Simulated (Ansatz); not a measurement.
**GaPHCl+ (quartet): from Hartree-Fock to the top rungs, cc-pVDZ**

An exercise on one series of results from a longer session: the logs are not shown, and one member is left open.

Computed with Ansatz 0.2.0, Gaussian basis. Level: cc-pVDZ, core rule «outside noble gas», up to 24 orbitals frozen.

The runs, in order: UHF; CCSD(T) on ROHF; CCSD(T) on UHF; BCCD(T) on ROHF; CISD as a restricted active space (open shells left free, so some higher excitations enter); CCSDT(Q) on ROHF; CCSDT(Q) on UHF.

5 further runs of the same task are left out: 1 for a known fault of the program, 4 set aside as unsound or not needed. Runs told in other sessions of the task aren't counted.

## The geometry

The geometry is a PBE0/def2-TZVP stationary point (not a proven minimum) of the parent state, kept for this charge and spin. No spin-orbit coupling is included. The filled d shell of Ga may be among the frozen orbitals whatever the setting's name suggests.

4 atoms, charge 1, spin multiplicity 4.

Atoms are counted from 1 here; the program's logs count them from 0.

Bond lengths: Cl1–Ga2 2.184 Å, Ga2–P3 2.412 Å, P3–H4 1.425 Å. Angles: Cl1–Ga2–P3 113.4°, Ga2–P3–H4 92.1°.

Set-up of the first run:

Contents of in.yaml:

```yaml
crystal:
  periodic: [false, false, false]
  atoms:
    - {symbol: Cl, position_ang: [0.000000, -0.625051, 1.817798]}
    - {symbol: Ga, position_ang: [0.000000, 0.609865, 0.016318]}
    - {symbol: P, position_ang: [0.000000, -0.673793, -2.025381]}
    - {symbol: H, position_ang: [0.000000, 0.504215, -2.828036]}
basis:
  gaussian: {orbitals: cc-pVDZ}
total_charge: 1
magnetization: {spin_polarized: true, initial_magnetization: 3}
hamiltonian: {xc: hf}
output: {orbitals: {seedname: orbitals}}
```

On the command line:

```bash
> ansatz run in.yaml --threads 1 --pin off --events-out ev --progress --plain --max-ram 4096MiB --backend cpu
```

Among the steps run: UHF; CCSD(T) on ROHF; CCSD(T) on UHF; BCCD(T) on ROHF; CISD as a restricted active space (open shells left free, so some higher excitations enter); CCSDT(Q) on ROHF; CCSDT(Q) on UHF.

One of the session's tables, all rows but one given; the rest of the session is left out.

| method | from UCCSDT(Q) (kJ/mol) |
| --- | --- |
| ROHF | +791.5 |
| UHF | +775.8 |
| RMP2 | +130.8 |
| UMP2 | +128.2 |
| RCCSD | +29.4 |
| UCCSD | +27.8 |
| RCCSD(T) | +6.8 |
| UCCSD(T) | ? |
| BCCD(T) | +6.8 |
| RCCSDT | +2.9 |
| UCCSDT | +1.9 |
| RCCSDT(Q) | +1.2 |
| UCCSDT(Q) | 0 |

**Question.** Estimate the row for UCCSD(T).

**Answer.** from UCCSDT(Q) (kJ/mol): +5.8. In the column «from UCCSDT(Q) (kJ/mol)» it lies between RCCSDT (+2.9) and RCCSD(T) (+6.8).

Not comparable, so not listed: CISD as a restricted active space (open shells left free, so some higher excitations enter) (they don't share determinant, frozen orbitals or solution with the rows shown, or repeat one).

Caveats from the session: Restricted and unrestricted rows rest on different reference determinants; a gap between their highest levels can come from leftover correlation error, from unlike frozen cores or from another state.
